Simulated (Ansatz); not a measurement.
# CH₂BrF (SMILES FCBr): functionals against CCSD(T) at one geometry

One table from this session's results is given with a row withheld; the runs are named, their logs left out.

The runs use Ansatz 0.2.0, Gaussian basis; single points in def2-TZVPP.

Correlated methods freeze the cores. Filled d shells of the heavier atoms are correlated.

### Starting geometry

5 atoms, charge 0, spin multiplicity 1.

Atoms are counted from 1 here; the program's logs count them from 0.

Bond lengths: F1–C2 1.323 Å, C2–Br3 1.916 Å, C2–H4 1.125 Å, C2–H5 1.099 Å. Angles: F1–C2–Br3 112.6°, F1–C2–H4 104.7°, F1–C2–H5 107.4°, Br3–C2–H4 108.6°, Br3–C2–H5 110.7°, H4–C2–H5 112.8°.

As a file:

```
F     0.6813    1.1431    0.1715
C     0.1270   -0.0541    0.0730
Br   -1.5332   -0.0196   -0.8833
H     0.8676   -0.6632   -0.5154
H    -0.0211   -0.4338    1.0940
```

The first run:

The input, run/in.yaml:

```yaml
crystal:
  periodic: [false, false, false]
  atoms:
    - {symbol: F, position_ang: [0.681300, 1.143100, 0.171500]}
    - {symbol: C, position_ang: [0.127000, -0.054100, 0.073000]}
    - {symbol: Br, position_ang: [-1.533200, -0.019600, -0.883300]}
    - {symbol: H, position_ang: [0.867600, -0.663200, -0.515400]}
    - {symbol: H, position_ang: [-0.021100, -0.433800, 1.094000]}
basis:
  gaussian: {orbitals: def2-TZVPP}
correlation: {method: ccsd_t}
output: {forces: true}
```

No record of the launch command was kept for these runs.

Steps of the session up to this table: CCSD(T)/def2-TZVPP; PBE0-D4/def2-TZVPP; wB97M-V/def2-TZVPP; r2SCAN-D4/def2-TZVPP; PBE-D4/def2-TZVPP; HSE06-D4/def2-TZVPP; B97M-V/def2-TZVPP.

One table of the session follows, with a row left open; its other results are not shown here.

```
   method  RMS force component (eV/Å)  angle to CCSD(T) forces (°)  dipole (D)
  CCSD(T)                       0.888                    reference        1.57
  PBE0-D4                       0.772                          6.2        1.60
  wB97M-V                           ?                            ?           ?
r2SCAN-D4                       0.865                          5.6        1.60
   PBE-D4                       0.899                         12.3        1.51
 HSE06-D4                       0.770                          6.4        1.60
   B97M-V                       0.828                          7.7        1.53
```

Estimate the missing values for wB97M-V.

**Answer.** RMS force component (eV/Å): 0.870; angle to CCSD(T) forces (°): 1.4; dipole (D): 1.59. In the column «RMS force component (eV/Å)» it lies between r2SCAN-D4 (0.865) and CCSD(T) (0.888).
